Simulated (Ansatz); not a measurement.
# EuIO: the cost of one run

Computed with Ansatz 0.2.0 (DFT LDA+U (U_eff = 7 eV on Eu f), plane waves, PAW, no spin–orbit coupling unless a run says so, unless a step's input says otherwise).

### 1 The starting structure

The structure is tetragonal, space group P4/nmm (No. 129). Conventional cell: a = 4.363 Å, b = 4.363 Å, c = 7.693 Å, α = 90.00°, β = 90.00°, γ = 90.00°. Around Eu (site symmetry 4mm) lie 4 O at 2.70 Å and 5 I at 3.28 to 3.41 Å. Around O (site symmetry -4m2) lie 4 Eu at 2.70 Å. I (site symmetry 4mm) is surrounded by 5 Eu at 3.28 to 3.41 Å.

As a file:

```
CELL_PARAMETERS angstrom
4.36338 0.00000 0.00000
0.00000 4.36338 0.00000
0.00000 0.00000 7.69271
ATOMIC_POSITIONS crystal
Eu 0.50000 0.00000 0.20580
Eu 0.00000 0.50000 0.79420
O 0.00000 0.00000 0.00000
O 0.50000 0.50000 0.00000
I 0.50000 0.00000 0.64970
I 0.00000 0.50000 0.35030
```

Magnetic order typed: opposed in the cell.

### 2 From atoms, symmetry kept, no search

Contents of input.yaml:

```yaml
crystal:
  lattice:
    - [4.36337581, 0.0, 0.0]
    - [0.0, 4.36337581, 0.0]
    - [0.0, 0.0, 7.69270587]
  atoms:
    - { symbol: Eu, position: [0.5, 0.0, 0.2058], spin: 6.0 }
    - { symbol: Eu, position: [0.0, 0.5, 0.7942], spin: -6.0 }
    - { symbol: O, position: [0.0, 0.0, 0.0] }
    - { symbol: O, position: [0.5, 0.5, 0.0] }
    - { symbol: I, position: [0.5, 0.0, 0.6497] }
    - { symbol: I, position: [0.0, 0.5, 0.3503] }
basis:
  ecutwfc: 420
  ecutrho_ratio: 4
kpoints:
  mp_grid: { grid: [4, 4, 3] }
hamiltonian:
  xc: lda
  hubbard:
    sites: [{ site: 0, l: f, u_eff: 7.0 }, { site: 1, l: f, u_eff: 7.0 }]
scf:
  occupations: { method: gaussian, width: 0.05 }
  lower_state_search: "off"
  max_iter: 150
output:
  forces: true
  stress: true
  eigenvalues: true
  populations: true
  hubbard: { sites: [{ site: 0, l: f }, { site: 1, l: f }] }
magnetization:
  spin_polarized: true
```

Run with:

```
$ ansatz run input.yaml --threads 4 --pin off --max-ram 6144MiB --backend cpu --events-out ev --progress --plain --runs-dir out
```

What time and memory should one allow on 4 threads of Arm Neoverse V1, shared host?

About 14 s, with a peak of 0.61 GiB.
